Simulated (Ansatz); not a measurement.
**CH2Se (methaneselone): revPBE/def2-TZVPP**

Aim: the electronic atomisation energy of CH2Se (methaneselone) at revPBE/def2-TZVPP, from 4 runs. 

The results are computed with Ansatz 0.2.0.

47 further runs of the same task are left out: 47 set aside as unsound or not needed.

### 1 The structure to begin with

CH2Se: 4 atoms, total charge 0, spin state singlet. As SMILES, `C=[Se]`. The coordinates come from a PBE0-D4/def2-TZVP relaxation.

Bond lengths: C1–Se2 1.741 Å, C1–H3 1.087 Å, C1–H4 1.087 Å. Angles: Se2–C1–H3 121.8°, Se2–C1–H4 121.8°, H3–C1–H4 116.4°.

### 2 The energy at revPBE/def2-TZVPP

run.yaml reads:

```yaml
crystal:
  periodic: [false, false, false]
  atoms:
    - {symbol: C, position_ang: [-0.129440, -0.027430, -0.068180]}
    - {symbol: Se, position_ang: [1.384110, 0.293380, 0.729180]}
    - {symbol: H, position_ang: [-0.586530, -1.013730, -0.053570]}
    - {symbol: H, position_ang: [-0.668140, 0.747780, -0.607410]}
basis:
  gaussian:
    orbitals: def2-TZVPP
hamiltonian:
  xc: {name: revPBE}
accuracy: high
output: {orbitals: {seedname: orbitals}}
```

Command:

```console
$ ansatz run run.yaml --threads 1 --pin off --max-ram 3480MiB --events-out events.jsonl --progress --plain --runs-dir runs
```

Output:

```text
Warning: RAYON_NUM_THREADS=1 ignored (pool sized by the plan → 1); use --threads N
Functional definition: revPBE
  name "revPBE"
  parameter kappa = 1.245
  parameter beta = 0.06672455060314922
  exchange = pbe_x(kappa = kappa, mu = beta*pi^2/3)
  correlation = pbe_c(beta = beta)
1649 factors; integrals over basis functions are off by at most 4.4e-9 eV
mean field evaluation 1: about -66402.1101 eV, gradient 6.6e1 eV
mean field evaluation 2: about -66370.0325 eV, gradient 1.1e2 eV
mean field evaluation 4: about -66412.7903 eV, gradient 6.0e0 eV
mean field evaluation 8: about -66412.8697 eV, gradient 3.6e-1 eV
mean field evaluation 16: about -66412.8700 eV, gradient 3.4e-5 eV
mean field -66412.87000801 eV, -2440.6279565342 hartree, gradient 2.3e-8 eV, S^2 0.000000; 0 other end points of the search recorded, 0 dependent functions left out
reference -66412.87001110 eV, -2440.6279566478 hartree; 21, 21 occupied and 86, 86 virtual orbitals, 1649 factors
Total energy: -66412.87001110 eV, -2440.6279566478 hartree
```

It took 3.9 s on 1 thread of Arm Neoverse V2, shared host; peak memory 0.22 GiB.

### 3 The C atom at the same level

run.yaml reads:

```yaml
basis:
  gaussian: {orbitals: def2-TZVPP}
crystal:
  periodic: [false, false, false]
  atoms:
    - {symbol: C, position_ang: [0.000000, 0.000000, 0.000000]}
magnetization: {spin_polarized: true, initial_magnetization: 2}
hamiltonian: {xc: {name: revPBE}}
accuracy: high
```

Run the same way, it converges to -37.84560 Eh (log not shown).

### 4 The H atom

molecule.yaml reads:

```yaml
basis:
  gaussian:
    orbitals: def2-TZVPP
crystal:
  periodic: [false, false, false]
  atoms:
    - {symbol: H, position_ang: [0.000000, 0.000000, 0.000000]}
magnetization:
  spin_polarized: true
  initial_magnetization: 1
hamiltonian:
  xc: {name: revPBE}
accuracy: high
```

Run the same way, it converges to -0.50412 Eh (log not shown).

### 5 The Se atom, same level

job.yaml reads:

```yaml
crystal:
  periodic: [false, false, false]
  atoms:
    - {symbol: Se, position_ang: [0.000000, 0.000000, 0.000000]}
basis:
  gaussian: {orbitals: def2-TZVPP}
magnetization: {spin_polarized: true, initial_magnetization: 2}
hamiltonian: {xc: {name: revPBE}}
accuracy: high
```

Run the same way, it converges to -2401.29163 Eh (log not shown).

### 6 Outcome

Level: revPBE/def2-TZVPP.

| quantity | value |
| --- | --- |
| molecule: total energy | -2440.62796 Eh |
| molecule: HOMO energy | -5.23 eV |
| molecule: LUMO energy | -3.61 eV |
| molecule: HOMO–LUMO gap | 1.62 eV |
| C atom: total energy | -37.84560 Eh |
| C atom: ⟨S²⟩ | 2.003 |
| H atom: total energy | -0.50412 Eh |
| H atom: ⟨S²⟩ | 0.750 |
| Se atom: total energy | -2401.29163 Eh |
| Se atom: ⟨S²⟩ | 2.003 |
| electronic atomisation energy | 13.129 eV |

Taking the molecule apart into free atoms costs 13.13 eV (303 kcal/mol), before zero-point energy and without spin-orbit coupling.
